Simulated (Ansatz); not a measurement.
# NbAg4: the cost of one run

Program: Ansatz 0.2.0. Level of theory: DFT PBE, scalar-relativistic, plane waves, PAW. These are calculated values, not measurements.

### Step 1. Starting point

The structure is tetragonal, space group P4/mmm (No. 123). Conventional cell: a = 6.729 Å, b = 6.729 Å, c = 2.233 Å, α = 90.00°, β = 90.00°, γ = 90.00°. Nb (site symmetry 4/mmm) is surrounded by 2 Nb at 2.23 Å. Ag (site symmetry m2m) has 3 Ag at 2.23 to 2.26 Å as nearest neighbours.

As a file:

```cif
data_structure
_symmetry_space_group_name_H-M 'P4/mmm'
_symmetry_Int_Tables_number 123
_cell_length_a 6.7292
_cell_length_b 6.7292
_cell_length_c 2.2326
_cell_angle_alpha 90.000
_cell_angle_beta 90.000
_cell_angle_gamma 90.000
_cell_volume 101.10
loop_
_atom_site_label
_atom_site_type_symbol
_atom_site_symmetry_multiplicity
_atom_site_Wyckoff_symbol
_atom_site_fract_x
_atom_site_fract_y
_atom_site_fract_z
_atom_site_occupancy
Nb1 Nb 1 b 0.00000 0.00000 0.50000 1
Ag1 Ag 4 o 0.16757 0.50000 0.50000 1
```

The cell is invented: random cell by space group and Wyckoff sites (P4/mmm, No. 123). The dimensions are guesses.

### Step 2. Probe: one point on a coarse mesh

input.yaml reads:

```yaml
crystal:
  lattice:
    - [6.72918752, 0.0, 0.0]
    - [0.0, 6.72918752, 0.0]
    - [0.0, 0.0, 2.23263051]
  atoms:
    - { symbol: Nb, position: [0.0, 0.0, 0.5] }
    - { symbol: Ag, position: [0.16757168, 0.5, 0.5] }
    - { symbol: Ag, position: [0.83242832, 0.5, 0.5] }
    - { symbol: Ag, position: [0.5, 0.16757168, 0.5] }
    - { symbol: Ag, position: [0.5, 0.83242832, 0.5] }
basis:
  ecutwfc: 420
kpoints:
  mp_grid: { grid: [4, 4, 8] }
hamiltonian:
  xc: pbe
scf:
  occupations: { method: gaussian, width: 0.1 }
  lower_state_search: "off"
output:
  forces: true
  stress: true
  eigenvalues: true
```

Launch:

```
ansatz run input.yaml --threads 1 --pin off --max-ram 2560MiB --backend cpu --events-out ev --progress --plain --runs-dir out
```

**Question.** How long does this run take on 1 thread of Arm Neoverse V2, shared host, and how much memory does it need?

About 7.7 s, with a peak of 0.41 GiB.
